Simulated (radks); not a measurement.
# Valence configurations of Tb

One table from this session's results is given with a row withheld; the runs are named, their logs left out.

The numbers are computed with radks (a radial shooting solver on a logarithmic mesh, Libxc functionals) version 1 (Dirac Kohn-Sham, LDA (Slater exchange, Perdew-Wang correlation), spin-unpolarised, spherical densities, finite nucleus; open shells fill j = l - 1/2 first), except any that are marked as measured or tabulated.

2 further runs of the same task are left out: 2 that didn't finish.

**What is computed**

```
element            : terbium (Z = 65)
charge             : 0
electrons          : 65
configuration      : [Xe] 4f9 6s2
nuclear rms radius : 5.06 fm
others tried       : 4f9 5d0.5 6s1.5; 4f7 5d2 6s2; 4f9 5d1 6s1; 4f9 5d2; 4f8 5d1 6s2; 4f8.5 5d0.5 6s1.5 6p0.5; 4f8 5d2 6s1
```

The first run:

The run's settings:

```text
Z 65
configuration [Xe] 4f9 6s2
relativity Dirac
functional lda,pw
spin unpolarised
j_filling energy
nucleus finite rms 5.06 fm
c 137.035999084
```

Steps of the session up to this table: [Xe] 4f9 6s2.

One of the session's tables, all rows but one given; the rest of the session is left out.

It belongs to the step «[Xe] 4f9 6s2». From the orbitals of this run (lengths in bohr):

```
level     <r>  outermost maximum (interpolated)  90 % within  nodes
4d3/2  0.6180                             0.542        0.930      1
4d5/2  0.6289                             0.551        0.947      1
5s1/2       ?                                 ?            ?      ?
5p1/2   1.502                              1.29         2.22      3
5p3/2   1.611                              1.38         2.38      3
6s1/2   4.109                              3.45         6.10      5
4f5/2  0.9011                             0.552         1.58      0
4f7/2  0.9242                             0.558         1.63      0
```

**Question.** Estimate the row for 5s1/2.

**Answer.** <r>: 1.327; outermost maximum (interpolated): 1.18; 90 % within: 1.92; nodes: 4. In the column «<r>» it lies between 4f7/2 (0.9242) and 5p1/2 (1.502).
